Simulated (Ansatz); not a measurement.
# C₂H₈ClPSi: how energies converge with the basis set

How large a basis does C₂H₈ClPSi need? Two functionals are run in growing sets.

The runs use Ansatz 0.2.0, Gaussian basis; one geometry, several basis sets.

Plan: PBE0-D4/def2-SVP; ωB97M-V/def2-SVP; PBE0-D4/def2-QZVPP; ωB97M-V/def2-QZVPP; the functionals' def2-TZVPP values are taken from earlier runs.

## 1. The relaxed structure

All runs share one geometry, relaxed beforehand with PBE0-D4 in a triple-zeta def2 set.

SMILES `C[Si](C)(P)Cl`, 13 atoms, charge 0, spin multiplicity 1.

Atoms are counted from 1 here; the program's logs count them from 0.

Bond lengths: C1–Si2 1.862 Å, C1–H6 1.093 Å, C1–H7 1.092 Å, C1–H8 1.094 Å, Si2–C3 1.862 Å, Si2–P4 2.254 Å, Si2–Cl5 2.074 Å, C3–H9 1.093 Å, C3–H10 1.091 Å, C3–H11 1.093 Å, P4–H12 1.424 Å, P4–H13 1.421 Å. Angles: Si2–C1–H6 110.4°, Si2–C1–H7 110.9°, Si2–C1–H8 110.4°, H6–C1–H7 108.4°, H6–C1–H8 108.3°, H7–C1–H8 108.4°, C1–Si2–C3 111.8°, C1–Si2–P4 109.2°, C1–Si2–Cl5 108.2°, C3–Si2–P4 114.3°, C3–Si2–Cl5 107.4°, P4–Si2–Cl5 105.4°, Si2–C3–H9 110.4°, Si2–C3–H10 110.9°, Si2–C3–H11 110.3°, H9–C3–H10 108.4°, H9–C3–H11 108.5°, H10–C3–H11 108.3° and more.

## 2. PBE0-D4 in def2-SVP

in.yaml

```yaml
crystal:
  periodic: [false, false, false]
  atoms:
    - {symbol: C, position_ang: [-1.696077, 0.206322, -0.594153]}
    - {symbol: Si, position_ang: [0.095862, 0.452539, -0.153800]}
    - {symbol: C, position_ang: [1.117303, -1.056553, -0.537574]}
    - {symbol: P, position_ang: [0.245454, 1.157007, 1.982192]}
    - {symbol: Cl, position_ang: [0.836389, 2.013184, -1.302435]}
    - {symbol: H, position_ang: [-1.796486, -0.061874, -1.648747]}
    - {symbol: H, position_ang: [-2.269772, 1.117490, -0.414615]}
    - {symbol: H, position_ang: [-2.129962, -0.597884, 0.006816]}
    - {symbol: H, position_ang: [1.033407, -1.314442, -1.596576]}
    - {symbol: H, position_ang: [2.170188, -0.882890, -0.308137]}
    - {symbol: H, position_ang: [0.772084, -1.908193, 0.054734]}
    - {symbol: H, position_ang: [-0.012883, -0.143912, 2.499778]}
    - {symbol: H, position_ang: [1.654993, 0.984506, 2.027318]}
basis:
  gaussian: {orbitals: def2-SVP}
hamiltonian: {xc: pbe0, dispersion: d4}
output: {orbitals: {seedname: orbitals}}
```

Run with:

```sh
$ ansatz run in.yaml --threads 4 --pin off --events-out ev --progress --plain --max-ram 10444MiB
```

Further steps of the session: ωB97M-V in def2-SVP; PBE0-D4 in def2-QZVPP; ωB97M-V in def2-QZVPP.

Before running them: what should the planned runs give, taken together? Wanted: PBE0-D4: double and triple zeta above quadruple; ωB97M-V: double and triple zeta above quadruple.

The runs gave:

| quantity | value |
| --- | --- |
| PBE0-D4: double and triple zeta above quadruple | 13.87, 1.05 eV |
| ωB97M-V: double and triple zeta above quadruple | 13.97, 1.01 eV |

PBE0-D4 gains 12.82 eV from double to triple zeta, then 1.05 eV more. These are total energies; as a rule much of such shifts cancels in differences, which this series doesn't test. The LUMO of ωB97M-V is positive and keeps falling with the basis (2.67 to 1.40 eV): an unbound level that the basis holds in place.
